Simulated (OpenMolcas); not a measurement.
# Re⁴⁺ among point charges: CASSCF and CASPT2 levels and susceptibility

How does a field of 5 point charges split the states of Re⁴⁺, and what χT follows?

The numbers are computed with OpenMolcas 26.06 (state-averaged CASSCF and CASPT2, spin-orbit coupling by RASSI with atomic mean-field integrals), except any that are marked as measured or tabulated.

**1. Starting point**

```
Species                           : Re⁴⁺ (rhenium, Z = 75, 71 electrons)
Basis                             : ANO-RCC-VDZP [7s6p4d2f1g], 68 functions
Scalar Hamiltonian                : DKH2, point nucleus
Inactive shells                   : 1s 2s 2p 3s 3p 3d 4s 4p 4d 4f 5s 5p
Active space                      : 3 electrons in 5 orbitals (5d)
Some configurations of this space : 5d³
Orbitals                          : optimised for each spin and parity, averaged over all roots
```

Outer shells as boxes (Hund's rule):

5d3
```
5d [↑ ][↑ ][↑ ][  ][  ]
```

The ion sits among 5 point charges of -2 e arranged as a trigonal bipyramid (D3h), 2.06 Å from the ion, with the axial distance 2.245 Å.

Each step is its own input file, run in one work folder so that later steps find the files of earlier ones. Labels, J, g values, rates, χT and fits are worked out afterwards by a script from the matrices that RASSI stores.

**2. GATEWAY and SEWARD: basis and integrals**

a.inp reads:

```
&GATEWAY
Coord
1

Re 0.0 0.0 0.0
Basis=ANO-RCC-VDZP
Group=NoSym
NoMove
AngMom=0.0 0.0 0.0
AMFI
XField
5 Angstrom 0
2.060000 0.000000 0.000000 -2.000000
-1.030000 1.784012 0.000000 -2.000000
-1.030000 -1.784012 0.000000 -2.000000
0.000000 0.000000 2.245400 -2.000000
0.000000 0.000000 -2.245400 -2.000000
&SEWARD
```

The run is started by

```
$ OMP_NUM_THREADS=1 MOLCAS_MEM=1689 MOLCAS_PROJECT=a pymolcas a.inp > a.log
```

**3. CASSCF: quartets, 10 roots**

a.inp reads:

```
&RASSCF
FileOrb=start.orb
Symmetry=1
Spin=4
nActEl=3 0 0
Inactive=34
Ras2=5
CIRoot=10 10 1
SDav=10
CIMx=300
Iter=120 100
PrWF=0.3
OrbListing=Nothing
MaxOrb=0
>>> COPY $Project.JobIph JOB001
```

start.orb holds the contracted functions of the basis, ordered by shell, or the orbitals of the step before.

**4. CASSCF: doublets, 40 roots**

a.inp reads:

```
&RASSCF
FileOrb=start.orb
Symmetry=1
Spin=2
nActEl=3 0 0
Inactive=34
Ras2=5
CIRoot=40 40 1
SDav=40
CIMx=300
Iter=120 100
PrWF=0.3
OrbListing=Nothing
MaxOrb=0
>>> COPY $Project.JobIph JOB002
```

**5. RASSI: spin-orbit coupling between the states**

a.inp reads:

```
&RASSI
NrOfJobIphs=2 10 40
1 2 3 4 5 6 7 8 9 10
1 2 3 4 5 6 7 8 9 10 11 12 13 14 15 16 17 18 19 20 21 22 23 24 25 26 27
28 29 30 31 32 33 34 35 36 37 38 39 40
IphNames
JOB001
JOB002
EJob
SpinOrbit
DIPRint=1.0
SOCoupling=1000.0
Subsets=2
Property=9
'ANGMOM' 1 'ANGMOM' 2 'ANGMOM' 3 'MLTPL  1' 1 'MLTPL  1' 2 'MLTPL  1' 3
'AMFI' 1 'AMFI' 2 'AMFI' 3
SOProperty=3
'ANGMOM' 1 'ANGMOM' 2 'ANGMOM' 3
```

**6. CASPT2: IPEA 0.25, imaginary shift 0.1 (closed shells correlated: 4f 5s 5p)**

a.inp reads:

```
>>> COPY JOB001 $Project.JobIph
&CASPT2
Multistate=10 1 2 3 4 5 6 7 8 9 10
NoMult
Frozen=23
IPEA=0.25
Imaginary=0.1
MaxIter=60
WThr=0.0 0.3 0.05
PrWF=0.5
NoMix
>>> COPY JOB002 $Project.JobIph
&CASPT2
Multistate=40 1 2 3 4 5 6 7 8 9 10 11 12 13 14 15 16 17 18 19 20 21 22
23 24 25 26 27 28 29 30 31 32 33 34 35 36 37 38 39 40
NoMult
Frozen=23
IPEA=0.25
Imaginary=0.1
MaxIter=60
WThr=0.0 0.3 0.05
PrWF=0.5
NoMix
```

(Steps that only read results are left out.)

Q: Predict the outcome of this session. Wanted: spin-free ground state; first state of the same spin within the active space; lowest level; next level.

The runs gave:

| quantity | value |
| --- | --- |
| method | SS-CASPT2, IPEA 0.25, imaginary shift 0.1 (closed shells correlated: 4f 5s 5p) |
| spin-free ground state | 4E, 2-fold in its orbital part |
| first state of the same spin within the active space | 4E at 4990 cm⁻¹ |
| lowest level | 2-fold E1/2, g = 0.91, 0.91, 1.09 |
| next level | 801.5 cm⁻¹ |
| χT at 300 K | 0.13 cm³ K/mol |
| effective moment at 300 K | 1.00 μB |

Cost by method:

```tsv
method	time of its own steps	time with the reference
A. CASSCF	13 s	13 s
B. SS-CASPT2, IPEA 0.25, imaginary shift 0.1, +4f 5s 5p	17 s	30 s
```

Times are of one thread on a shared host.

In words: The spin-free ground state (4E) comes to 100 % from free-ion F terms and keeps the highest spin of the shell. χT at 300 K is 0.13, against 1.88 cm³ K/mol for the spin alone, so spin-orbit coupling lowers it. CASPT2 does not keep the components of a term degenerate, and the means are used. The field of point charges can differ much from that of real complexes. This is an electrostatic model: the charges have no orbitals.
